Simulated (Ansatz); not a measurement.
# C₉H₁₀: up Jacob's ladder to CCSD(T)

One table from this session's results is given with a row withheld; the runs are named, their logs left out.

Computed with Ansatz 0.2.0, Gaussian basis. Level: functionals in def2-TZVPP, the program's frozen cores in correlated methods.

Levels to be run: LDA (SPW92), PBE-D4, revPBE-D4, BLYP-D4, r2SCAN-D4, B97M-V, PBE0-D4, B3LYP-D4, r2SCANh-D4, r2SCAN0-D4, HSE06-D4, BHLYP-D4, CAM-B3LYP-D4, LC-ωPBE, ωB97X-V, ωB97M-V, B2PLYP, PBE-QIDH; CCSD(T)/def2-SVP; CCSD(T)/def2-TZVPP; MP2/def2-QZVPP; extrapolation to the limit; RPA on PBE.

### Structure used throughout

An earlier PBE0-D4 in a triple-zeta def2 set relaxation fixed the geometry.

SMILES `C=C(C)c1ccccc1`, 19 atoms, charge 0, spin multiplicity 1.

Atoms are counted from 1 here; the program's logs count them from 0.

Bond lengths: C1–C2 1.334 Å, C1–H10 1.084 Å, C1–H11 1.083 Å, C2–C3 1.499 Å, C2–C4 1.478 Å, C3–H12 1.094 Å, C3–H13 1.090 Å, C3–H14 1.093 Å, C4–C5 1.397 Å, C4–C9 1.395 Å, C5–C6 1.383 Å, C5–H15 1.084 Å, C6–C7 1.388 Å, C6–H16 1.084 Å, C7–C8 1.385 Å, C7–H17 1.084 Å, C8–C9 1.386 Å, C8–H18 1.084 Å and more. Angles: C2–C1–H10 121.0°, C2–C1–H11 122.1°, H10–C1–H11 116.9°, C1–C2–C3 120.7°, C1–C2–C4 121.7°, C3–C2–C4 117.6°, C2–C3–H12 111.4°, C2–C3–H13 110.8°, C2–C3–H14 111.3°, H12–C3–H13 107.6°, H12–C3–H14 107.0°, H13–C3–H14 108.8°, C2–C4–C5 121.2°, C2–C4–C9 121.0°, C5–C4–C9 117.8°, C4–C5–C6 121.1°, C4–C5–H15 119.3°, C6–C5–H15 119.5° and more.

The first run:

File in.yaml:

```yaml
crystal:
  periodic: [false, false, false]
  atoms:
    - {symbol: C, position_ang: [-1.299425, -0.721959, -2.026216]}
    - {symbol: C, position_ang: [-0.266076, -0.096941, -1.460537]}
    - {symbol: C, position_ang: [0.748933, 0.618705, -2.299606]}
    - {symbol: C, position_ang: [-0.086454, -0.065447, 0.005782]}
    - {symbol: C, position_ang: [-0.574946, -1.092479, 0.816789]}
    - {symbol: C, position_ang: [-0.421499, -1.053263, 2.190902]}
    - {symbol: C, position_ang: [0.233099, 0.012852, 2.792277]}
    - {symbol: C, position_ang: [0.738713, 1.031865, 2.001479]}
    - {symbol: C, position_ang: [0.587022, 0.988569, 0.624363]}
    - {symbol: H, position_ang: [-1.410968, -0.752163, -3.103831]}
    - {symbol: H, position_ang: [-2.072864, -1.202443, -1.439465]}
    - {symbol: H, position_ang: [0.698470, 1.701349, -2.149075]}
    - {symbol: H, position_ang: [0.580176, 0.425025, -3.358995]}
    - {symbol: H, position_ang: [1.765473, 0.307959, -2.043042]}
    - {symbol: H, position_ang: [-1.059698, -1.945871, 0.357541]}
    - {symbol: H, position_ang: [-0.804466, -1.866725, 2.796858]}
    - {symbol: H, position_ang: [0.356924, 0.042063, 3.868625]}
    - {symbol: H, position_ang: [1.257606, 1.867483, 2.457529]}
    - {symbol: H, position_ang: [0.988082, 1.796821, 0.025024]}
basis:
  gaussian: {orbitals: def2-TZVPP}
hamiltonian: {xc: lda}
output: {orbitals: {seedname: orbitals}}
```

The run is started by

```sh
> ansatz run in.yaml --threads 2 --pin off --events-out ev --progress --plain --max-ram 22528MiB --backend cuda --devices 0, --max-vram 18GiB
```

Among the steps run: LDA; PBE-D4 (GGA); revPBE-D4 (GGA); BLYP-D4 (GGA); r2SCAN-D4 (meta-GGA); B97M-V (meta-GGA); PBE0-D4 (hybrid); B3LYP-D4 (hybrid); r2SCANh-D4 (hybrid); r2SCAN0-D4 (hybrid); HSE06-D4 (hybrid); BHLYP-D4 (hybrid); CAM-B3LYP-D4 (range-separated); LC-ωPBE (range-separated); ωB97X-V (range-separated); ωB97M-V (range-separated); B2PLYP (double hybrid); PBE-QIDH (double hybrid).

One table of the session follows, with a row left open; its other results are not shown here.

It belongs to the step «Orbital energies across the functionals». 

```
  functional  HOMO (eV)  gap (eV)
 LDA (SPW92)          ?         ?
      PBE-D4      -5.62      3.90
   revPBE-D4      -5.55      3.91
     BLYP-D4      -5.44      3.87
   r2SCAN-D4      -5.77      4.20
      B97M-V      -5.74      4.25
     PBE0-D4      -6.56      5.71
    B3LYP-D4      -6.35      5.32
  r2SCANh-D4      -6.13      4.87
  r2SCAN0-D4      -6.67      5.89
    HSE06-D4      -6.17      4.95
    BHLYP-D4      -7.31      7.48
CAM-B3LYP-D4      -7.74      7.95
     LC-ωPBE      -9.02     10.24
     ωB97X-V      -8.67      9.87
     ωB97M-V      -8.60      9.71
```

Q: Estimate the row for LDA (SPW92) from the others.

As computed: HOMO (eV): -5.83; gap (eV): 3.86. In the column «HOMO (eV)» it lies between r2SCANh-D4 (-6.13) and r2SCAN-D4 (-5.77).
